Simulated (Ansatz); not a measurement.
# Ge2O (triplet): from a generated start to a stationary point

Aim: relax a generated start of Ge2O (triplet) and see which bonds hold.

Method: UKS PBE0/def2-TZVP; program: Ansatz 0.2.0, Gaussian basis.

### 1 The system as given

3 atoms, charge 0, spin multiplicity 3.

Atoms are counted from 1 here; the program's logs count them from 0.

Bond lengths: Ge1–Ge2 2.404 Å, Ge2–O3 1.593 Å. Angles: Ge1–Ge2–O3 149.5°.

The start was built by rule and, where that kept it together, relaxed with GFN2-xTB. Sticks and bond lists go by distance. No spin-orbit coupling is included. 

### 2 The run

The input, in.yaml:

```yaml
crystal:
  periodic: [false, false, false]
  atoms:
    - {symbol: Ge, position_ang: [-1.441613, -0.229795, -0.002272]}
    - {symbol: Ge, position_ang: [0.908475, 0.278689, 0.002525]}
    - {symbol: O, position_ang: [2.420540, -0.221987, -0.001146]}
basis:
  gaussian: {orbitals: def2-TZVP}
magnetization: {spin_polarized: true, initial_magnetization: 2}
hamiltonian: {xc: pbe0}
relax: {f_tol: 0.004, max_steps: 80}
```

Run with:

```console
$ ansatz run in.yaml --threads 1 --pin off --events-out ev --progress --plain --max-ram 2176MiB
```

**Question.** What will these runs give? Wanted: energy gained; shift from the start; total energy; dipole moment; ⟨S²⟩.

The runs gave:

| quantity | value |
| --- | --- |
| steps | 6 |
| energy gained | 0.150 eV |
| shift from the start (rms) | 0.245 Å |
| total energy | -115066.4826 eV |
| dipole moment | 3.50 D |
| ⟨S²⟩ | 2.008 |

What this shows: The bonds of the start are those of the end. Ge2–O3 went from 1.593 to 1.625 Å. No vibrations were run, so this is a stationary point, not a proven minimum, and this spin need not be the ground state's.
